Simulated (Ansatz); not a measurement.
**MnSn3: magnetic order and moments**

One table from this session's results is given with a row withheld; the runs are named, their logs left out.

Program: Ansatz 0.2.0. Level of theory: DFT PBE, scalar-relativistic, plane waves, PAW. These are calculated values, not measurements.

### The system as given

It takes space group Pm-3m (No. 221, cubic). The conventional cell has a = 4.276 Å, b = 4.276 Å, c = 4.276 Å, α = 90.00°, β = 90.00°, γ = 90.00°. Sn (site symmetry 4/mmm) has 8 Sn at 3.02 Å and 4 Mn at 3.02 Å as nearest neighbours. Mn (site symmetry m-3m) has 12 Sn at 3.02 Å as nearest neighbours.

Coordinates:

```cif
data_structure
_symmetry_space_group_name_H-M 'Pm-3m'
_symmetry_Int_Tables_number 221
_cell_length_a 4.2763
_cell_length_b 4.2763
_cell_length_c 4.2763
_cell_angle_alpha 90.000
_cell_angle_beta 90.000
_cell_angle_gamma 90.000
_cell_volume 78.20
loop_
_atom_site_label
_atom_site_type_symbol
_atom_site_symmetry_multiplicity
_atom_site_Wyckoff_symbol
_atom_site_fract_x
_atom_site_fract_y
_atom_site_fract_z
_atom_site_occupancy
Sn1 Sn 3 c 0.00000 0.50000 0.50000 1
Mn1 Mn 1 a 0.00000 0.00000 0.00000 1
```

The structure is invented: a known structure type filled with these elements, not a reported compound.

The first run:

(A quick probe on a coarse mesh, which set the mesh and smearing, is not shown.)

Input file input.yaml:

```yaml
crystal:
  lattice:
    - [4.2763074099, 0.0, 0.0]
    - [0.0, 4.2763074099, 0.0]
    - [0.0, 0.0, 4.2763074099]
  atoms:
    - { symbol: Sn, position: [0.0, 0.5, 0.5] }
    - { symbol: Sn, position: [0.5, 0.0, 0.5] }
    - { symbol: Sn, position: [0.5, 0.5, 0.0] }
    - { symbol: Mn, position: [0.0, 0.0, 0.0], spin: 4.07 }
basis:
  ecutwfc: 420
kpoints:
  mp_grid: { grid: [6, 6, 6] }
hamiltonian:
  xc: pbe
scf:
  occupations: { method: gaussian, width: 0.1 }
output:
  forces: true
  stress: true
  eigenvalues: true
  populations: true
magnetization:
  spin_polarized: true
relax:
  adjacent_minimum: "off"
  f_tol: 0.05
  max_steps: 80
  cell: { stress_tol: 0.5 }
```

The run is started by

```bash
> ansatz run input.yaml --threads 1 --pin off --max-ram 2560MiB --backend cpu --events-out ev --progress --plain --runs-dir out
```

Steps of the session up to this table: Coarse relaxation; Relaxing cell and atoms; Magnetic start: no spin polarisation; Magnetic start: ferromagnetic; Magnetic start: large parallel starting moments; Magnetic start: antiferromagnetic, doubled cell, propagation vector (0, 0, 1/2); Magnetic start: antiferromagnetic, doubled cell, propagation vector (0, 1/2, 1/2); Start: antiferromagnetic, doubled cell, propagation vector (1/2, 1/2, 1/2); Magnetic start: small parallel starting moments.

One table of the session follows, with a row left open; its other results are not shown here.

It belongs to the step «Which state is lowest». 

| start | energy above the lowest (meV/atom) | pressure (GPa) |
| --- | --- | --- |
| ferromagnetic | 0.00 | 0.0 |
| large parallel starting moments | 0.00 | 0.0 |
| small parallel starting moments | 0.00 | 0.0 |
| antiferromagnetic, doubled cell, propagation vector (0, 1/2, 1/2) | 6.99 | -0.2 |
| antiferromagnetic, doubled cell, propagation vector (1/2, 1/2, 1/2) | 11.9 | 0.0 |
| antiferromagnetic, doubled cell, propagation vector (0, 0, 1/2) | ? | ? |
| no spin | 495 | -5.8 |

Q: Estimate the row for antiferromagnetic, doubled cell, propagation vector (0, 0, 1/2) from the others.

As computed: energy above the lowest (meV/atom): 12.4; pressure (GPa): 0.0. In the column «energy above the lowest (meV/atom)» it lies between antiferromagnetic, doubled cell, propagation vector (1/2, 1/2, 1/2) (11.9) and no spin (495).

To keep in mind: Only these starts were tried, so a lower state is not ruled out.
